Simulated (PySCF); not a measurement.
**CoHCl: structure of the doublet**

Aim: relax CoHCl as a doublet from a linear start, check by its vibrations whether the end is a minimum, and collect its spectrum and constants.

Computed with PySCF 2.14.0. Level: PBE0, basis Co def2-TZVP, H def2-TZVP, Cl def2-TZVP, no relativity, density fitting.

## (1) The starting structure

3 atoms, charge 0, spin multiplicity 2.

Bond lengths: Co1–H2 1.430 Å, Co1–Cl3 2.100 Å. Angles: H2–Co1–Cl3 180.0°.

```xyz
3
charge 0 multiplicity 2
Co    0.0000    0.0000    0.0000
H     0.0000    0.0000   -1.4300
Cl    0.0000    0.0000    2.1000
```

## (2) Finding the electronic state

One driver script runs all steps and calls PySCF; scf.py shows how it sets up the SCF of each step. The optimiser is the driver's own. After this first run the driver tries any further starts and a stability analysis.

File scf.py:

```python
from pyscf import gto, scf, dft
mol = gto.M(atom='''
Co     0.000000     0.000000     0.000000
H      0.000000     0.000000    -1.430000
Cl     0.000000     0.000000     2.100000''',
    basis={'Co': 'def2-TZVP', 'H': 'def2-TZVP', 'Cl': 'def2-TZVP'},
    charge=0, spin=1)
mf = dft.UKS(mol, xc='PBE0')
mf.grids.atom_grid = (50, 194)
aux = {'Co': 'def2-universal-JKFIT', 'H': 'def2-universal-JKFIT', 'Cl': 'def2-universal-JKFIT'}
mf = mf.density_fit(auxbasis=aux)
mf.conv_tol = 1e-08
mf.diis_space = 10
mf.max_cycle = 60
mf.init_guess = 'minao'
mf.verbose = 4
mf.kernel()
```

Command:

```console
> OMP_NUM_THREADS=2 python axn.py task.json out
```

The program printed, shortened:

```text
[... the frontier levels of the middle cycles are left out ...]
init E= -1842.28258102442
[... the frontier-level lines of each cycle are left out ...]
cycle= 1 E= -1826.643762634  delta_E= 15.6  |g|= 5.71  |ddm|=   20
cycle= 2 E= -1795.17684092815  delta_E= 31.5  |g|= 11.5  |ddm|= 21.9
cycle= 3 E= -1832.8657314281  delta_E= -37.7  |g|= 6.79  |ddm|= 7.94
cycle= 4 E= -1830.18487323234  delta_E= 2.68  |g|= 6.48  |ddm|= 2.76
cycle= 5 E= -1835.57728640048  delta_E= -5.39  |g|= 5.72  |ddm|= 2.65
cycle= 6 E= -1838.73376179888  delta_E= -3.16  |g|= 4.32  |ddm|= 1.28
cycle= 7 E= -1840.31407845229  delta_E= -1.58  |g|=  3.4  |ddm|= 0.478
cycle= 8 E= -1841.0375934286  delta_E= -0.724  |g|= 3.01  |ddm|= 0.33
cycle= 9 E= -1840.8308621478  delta_E= 0.207  |g|= 3.12  |ddm|= 0.112
cycle= 10 E= -1840.79543706111  delta_E= 0.0354  |g|= 3.06  |ddm|= 0.254
cycle= 11 E= -1841.48956612069  delta_E= -0.694  |g|= 2.63  |ddm|= 0.341
cycle= 12 E= -1837.69558144351  delta_E= 3.79  |g|= 4.38  |ddm|= 4.93
cycle= 13 E= -1842.9226434941  delta_E= -5.23  |g|= 0.83  |ddm|= 4.81
cycle= 14 E= -1843.11698958386  delta_E= -0.194  |g|= 0.13  |ddm|= 0.438
[... 6 cycles left out ...]
cycle= 21 E= -1843.14179785524  delta_E= -0.00183  |g|= 0.0317  |ddm|= 0.0428
cycle= 22 E= -1843.14291595005  delta_E= -0.00112  |g|= 0.012  |ddm|= 0.0683
cycle= 23 E= -1843.14364773843  delta_E= -0.000732  |g|= 0.0079  |ddm|= 0.0591
cycle= 24 E= -1843.14414544562  delta_E= -0.000498  |g|= 0.0043  |ddm|= 0.0626
cycle= 25 E= -1843.14418509937  delta_E= -3.97e-05  |g|= 0.00394  |ddm|= 0.0204
cycle= 26 E= -1843.14416250237  delta_E= 2.26e-05  |g|= 0.00423  |ddm|= 0.00385
cycle= 27 E= -1843.14412418138  delta_E= 3.83e-05  |g|= 0.00327  |ddm|= 0.00743
cycle= 28 E= -1843.14412513192  delta_E= -9.51e-07  |g|= 0.0019  |ddm|= 0.024
cycle= 29 E= -1843.14413232315  delta_E= -7.19e-06  |g|= 0.00342  |ddm|= 0.0126
cycle= 30 E= -1843.14413551206  delta_E= -3.19e-06  |g|= 0.000885  |ddm|= 0.00182
cycle= 31 E= -1843.14413720874  delta_E= -1.7e-06  |g|= 0.000307  |ddm|= 0.00281
cycle= 32 E= -1843.14413800026  delta_E= -7.92e-07  |g|= 0.000491  |ddm|= 0.00287
cycle= 33 E= -1843.14413814189  delta_E= -1.42e-07  |g|= 0.000102  |ddm|= 0.00121
cycle= 34 E= -1843.14413814917  delta_E= -7.28e-09  |g|= 1.85e-05  |ddm|= 0.000266
Extra cycle  E= -1843.14413815058  delta_E= -1.41e-09  |g|= 3.12e-05  |ddm|= 5.98e-05
converged SCF energy = -1843.14413815058  <S^2> = 0.78358425  2S+1 = 2.0333069
```

This step, with its further starts and checks, ran for 41 s (2 threads of Arm Neoverse V1, shared host).

The starts that the driver tried:

```
                      start   energy (Eh)
    the minimal-basis guess  -1843.144138
a thermally smeared density  -1843.163255
      a smeared PBE density  -1843.163204
```

The first run landed in a state that is too high. Following the other starts and the instabilities gains 106.8 kJ/mol (-1843.18482 Eh), and the work goes on from there.

## (3) Relaxation: linear start, doublet

The program finds C∞v symmetry in the start, which this walk keeps. The walk stops when the largest gradient is under 0.0003 Eh/bohr and the energy has settled too.

Changes to scf.py since step 2:

```diff
@@ -3,3 +3,3 @@
-Co     0.000000     0.000000     0.000000
-H      0.000000     0.000000    -1.430000
-Cl     0.000000     0.000000     2.100000''',
+Co     0.000000     0.000000    -0.758545
+H      0.000000     0.000000    -2.188545
+Cl     0.000000     0.000000     1.341455''',
@@ -15 +14,0 @@
-mf.init_guess = 'minao'
```

Energy and gradient, step by step:

```
step   energy (Eh)  change (kJ/mol)  largest symmetric gradient (Eh/bohr)
   0  -1843.184824             0.00                               0.03868
   1  -1843.187974            -8.27                               0.01992
   2  -1843.189154           -11.37                               0.00576
   3  -1843.189229           -11.57                               0.00193
   4  -1843.189236           -11.58                               0.00043
   5  -1843.189236           -11.59                               0.00008
```

The walk took 9 s.

Positions (Å) and forces (eV/Å) along the way:

```
step 0
Co   0.000   0.000  -0.759   0.004   0.000   1.333
H    0.000   0.000  -2.189   0.000   0.000  -1.989
Cl   0.000   0.000   1.341  -0.004   0.000   0.656
step 1
Co   0.000   0.000  -0.751   0.004   0.000   0.830
H    0.000   0.000  -2.231   0.000   0.000  -1.024
Cl   0.000   0.000   1.376  -0.004   0.000   0.194
step 3
Co   0.000   0.000  -0.734   0.004   0.000   0.100
H    0.000   0.000  -2.279   0.000   0.000  -0.044
Cl   0.000   0.000   1.407  -0.004   0.000  -0.055
step 5
Co   0.000   0.000  -0.731   0.005   0.000   0.001
H    0.000   0.000  -2.280   0.000   0.000   0.003
Cl   0.000   0.000   1.406  -0.004   0.000  -0.004
```

End point (C∞v, 5 steps, 11.6 kJ/mol gained): Co–Cl 2.137 Å, Co–H 1.548 Å; Cl–Co–H 180.0°.

## (4) Hessian and properties

The point is checked on the finer grid, and tightened if its gradient asks for it. The Hessian and the dipole derivatives come from central differences of analytic gradients, with steps of 0.02 bohr.

Changes to scf.py since step 3:

```diff
@@ -3,3 +3,3 @@
-Co     0.000000     0.000000    -0.758545
-H      0.000000     0.000000    -2.188545
-Cl     0.000000     0.000000     1.341455''',
+Co     0.000000    -0.000000    -0.770895
+H      0.000000    -0.000000    -2.319272
+Cl    -0.000000     0.000000     1.365910''',
@@ -9 +9 @@
-mf.grids.atom_grid = (50, 194)
+mf.grids.atom_grid = (75, 302)
@@ -12 +12 @@
-mf.conv_tol = 1e-08
+mf.conv_tol = 1e-10
```

This SCF starts from the last density.

Log of the central SCF (cycles and frontier levels):

```text
init E= -1843.18914108853
[... the frontier-level lines of each cycle are left out ...]
cycle= 1 E= -1843.18914108853  delta_E= 3.64e-12  |g|= 1.9e-06  |ddm|= 2.9e-06
Extra cycle  E= -1843.18914108853  delta_E= -3.41e-12  |g|= 4.55e-06  |ddm|= 3.26e-06
converged SCF energy = -1843.18914108853  <S^2> = 1.7545141  2S+1 = 2.8316173
```

The whole step took 44 s.

Geometry: C∞v; Co–Cl 2.137 Å, Co–H 1.548 Å; Cl–Co–H 180.0°.

Modes, for the most abundant isotopes:

```json
{"ω (cm⁻¹)": "257", "IR (km/mol)": "121", "type": "bend"}
{"ω (cm⁻¹)": "263", "IR (km/mol)": "122", "type": "bend"}
{"ω (cm⁻¹)": "412", "IR (km/mol)": "67.5", "type": "stretch"}
{"ω (cm⁻¹)": "1880", "IR (km/mol)": "336", "type": "stretch"}
```

All wavenumbers are real: a minimum.

The SCF density has lower symmetry than the nuclear frame, so the modes carry no labels; pairs that should be degenerate can split.

Constants and moments:

```yaml
Dipole_moment: 1.97 D
Highest_occupied_level: -8.54 eV
Lowest_empty_level: -4.96 eV
Rotational_constants: 0.1595 cm⁻¹
Zero-point_energy: 16.8 kJ/mol
Principal_polarisabilities: 28.1, 28.1, 67.1 bohr³
Atomisation_energy_without_zero-point_energy: 535 kJ/mol
Principal_traceless_quadrupole_moments_about_the_centre_of_mass: -7.02, 3.51, 3.51 D Å
Entropy_at_298.15_K_and_1_bar_electronic_part_spin_only: 257.1 J/(mol K)
Heat_capacity_Cp_at_298.15_K: 49.8 J/(mol K)
Enthalpy_at_298.15_K_above_0_K: 11.94 kJ/mol
Rotational_symmetry_number: 1
Spin_squared_⟨S²⟩: 1.755
```

Populations by atom (charges in e):

```csv
atom,Mulliken,Löwdin,polar tensor,spin (Mulliken),Mayer order to Co1
Co1,0.56,0.22,1.10,1.07,–
H2,-0.13,-0.15,-0.41,-0.13,0.93
Cl3,-0.43,-0.07,-0.69,0.07,0.97
```

Mulliken populations on Co1: s 6.62, p 12.41, d 7.42, f 0.00.

## (5) Summary of results

| quantity | value |
| --- | --- |
| minimum | broken-symmetry (Ms = 1/2), C∞v |
| geometry | Co–Cl 2.137 Å, Co–H 1.548 Å; Cl–Co–H 180.0° |
| wavenumbers (cm⁻¹) | 257, 263, 412, 1880 |
| dipole moment | 1.97 D |
| highest occupied, lowest empty level (either spin) | -8.54, -4.96 eV |
| polar-tensor charge of Co1 | +1.10 e |
| zero-point energy | 16.8 kJ/mol |
| entropy at 298.15 K | 257.1 J/(mol K) |
| atomisation energy (no zero-point energy) | 535 kJ/mol |
| ⟨S²⟩ | 1.755 |

In words: The linear start keeps its C∞v symmetry and ends in a minimum. The determinant is spin-contaminated (⟨S²⟩ = 1.75 against 0.75), so it is no pure spin state. In the infrared the band at 1880 cm⁻¹ (stretch) leads. The first SCF alone would have been 107 kJ/mol too high. Other starts or spin states, not run here, may lie lower. The SCF density has lower symmetry than the nuclear frame. Open d and f shells are described by one determinant, and the ground state may have another occupation or spin.

The search up to here took 94 s.
